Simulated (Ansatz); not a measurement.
# C₂H₈AlNO₂: a ladder of functionals and wavefunction methods

An exercise on one series of results from a longer session: the logs are not shown, and one member is left open.

Computed with Ansatz 0.2.0, Gaussian basis. Level: functionals in def2-TZVPP, the program's frozen cores in correlated methods.

Levels to be run: LDA (SPW92), PBE-D4, revPBE-D4, BLYP-D4, r2SCAN-D4, B97M-V, PBE0-D4, B3LYP-D4, r2SCANh-D4, r2SCAN0-D4, HSE06-D4, BHLYP-D4, CAM-B3LYP-D4, LC-ωPBE, ωB97X-V, ωB97M-V, B2PLYP, PBE-QIDH; CCSD(T)/def2-SVP; CCSD(T)/def2-TZVPP; MP2/def2-QZVPP; extrapolation to the limit; RPA on PBE.

**Structure used throughout**

The geometry comes from an earlier relaxation with PBE0-D4 in a triple-zeta def2 set; it is a stationary point, not always the lowest conformer.

SMILES `C[O][Al]([NH2])[O]C`, 14 atoms, charge 0, spin multiplicity 1.

Atoms are counted from 1 here; the program's logs count them from 0.

Bond lengths: C1–O2 1.391 Å, C1–H7 1.096 Å, C1–H8 1.096 Å, C1–H9 1.097 Å, O2–Al3 1.681 Å, Al3–N4 1.756 Å, Al3–O5 1.681 Å, N4–H10 1.005 Å, N4–H11 1.005 Å, O5–C6 1.391 Å, C6–H12 1.096 Å, C6–H13 1.097 Å, C6–H14 1.096 Å. Angles: O2–C1–H7 110.4°, O2–C1–H8 110.3°, O2–C1–H9 112.9°, H7–C1–H8 107.7°, H7–C1–H9 107.7°, H8–C1–H9 107.7°, C1–O2–Al3 139.9°, O2–Al3–N4 117.8°, O2–Al3–O5 124.4°, N4–Al3–O5 117.8°, Al3–N4–H10 124.4°, Al3–N4–H11 124.4°, H10–N4–H11 111.1°, Al3–O5–C6 139.8°, O5–C6–H12 110.4°, O5–C6–H13 112.9°, O5–C6–H14 110.3°, H12–C6–H13 107.7° and more.

The first run:

The input, in.yaml:

```yaml
crystal:
  periodic: [false, false, false]
  atoms:
    - {symbol: C, position_ang: [0.177164, 0.512477, 2.216654]}
    - {symbol: O, position_ang: [0.397064, -0.547853, 1.343131]}
    - {symbol: Al, position_ang: [0.261889, -0.915398, -0.291277]}
    - {symbol: N, position_ang: [0.723130, -2.528388, -0.808319]}
    - {symbol: O, position_ang: [-0.283380, 0.157513, -1.464440]}
    - {symbol: C, position_ang: [-0.747189, 1.464412, -1.576901]}
    - {symbol: H, position_ang: [-0.580180, 0.242926, 2.961512]}
    - {symbol: H, position_ang: [1.099715, 0.759920, 2.753730]}
    - {symbol: H, position_ang: [-0.165575, 1.421356, 1.706064]}
    - {symbol: H, position_ang: [1.062938, -3.247266, -0.193190]}
    - {symbol: H, position_ang: [0.682810, -2.854196, -1.758511]}
    - {symbol: H, position_ang: [-1.776399, 1.473436, -1.953333]}
    - {symbol: H, position_ang: [-0.736539, 2.004226, -0.621536]}
    - {symbol: H, position_ang: [-0.128447, 2.027536, -2.284582]}
basis:
  gaussian: {orbitals: def2-TZVPP}
hamiltonian: {xc: lda}
output: {orbitals: {seedname: orbitals}}
```

On the command line:

```console
$ ansatz run in.yaml --threads 2 --pin off --events-out ev --progress --plain --max-ram 31744MiB --backend cuda --devices 0, --max-vram 18GiB
```

Steps of the session up to this table: LDA; PBE-D4 (GGA); revPBE-D4 (GGA); BLYP-D4 (GGA); r2SCAN-D4 (meta-GGA); B97M-V (meta-GGA); PBE0-D4 (hybrid); B3LYP-D4 (hybrid); r2SCANh-D4 (hybrid); r2SCAN0-D4 (hybrid); HSE06-D4 (hybrid); BHLYP-D4 (hybrid); CAM-B3LYP-D4 (range-separated); LC-ωPBE (range-separated); ωB97X-V (range-separated); ωB97M-V (range-separated); B2PLYP (double hybrid); PBE-QIDH (double hybrid).

One table of the session follows, with a row left open; its other results are not shown here.

It belongs to the step «Frontier levels by functional». 

| functional | HOMO (eV) | gap (eV) |
| --- | --- | --- |
| LDA (SPW92) | -5.86 | 4.83 |
| PBE-D4 | -5.69 | 4.89 |
| revPBE-D4 | ? | ? |
| BLYP-D4 | -5.55 | 4.80 |
| r2SCAN-D4 | -5.98 | 5.67 |
| B97M-V | -6.05 | 5.38 |
| PBE0-D4 | -7.12 | 7.19 |
| B3LYP-D4 | -6.86 | 6.62 |
| r2SCANh-D4 | -6.52 | 6.48 |
| r2SCAN0-D4 | -7.33 | 7.68 |
| HSE06-D4 | -6.72 | 6.41 |
| BHLYP-D4 | -8.45 | 9.24 |
| CAM-B3LYP-D4 | -8.56 | 9.48 |
| LC-ωPBE | -10.00 | 12.23 |
| ωB97X-V | -9.61 | 11.57 |
| ωB97M-V | -9.52 | 11.10 |

Estimate the missing values for revPBE-D4.

The run gave: HOMO (eV): -5.63; gap (eV): 4.96. In the column «HOMO (eV)» it lies between PBE-D4 (-5.69) and BLYP-D4 (-5.55).
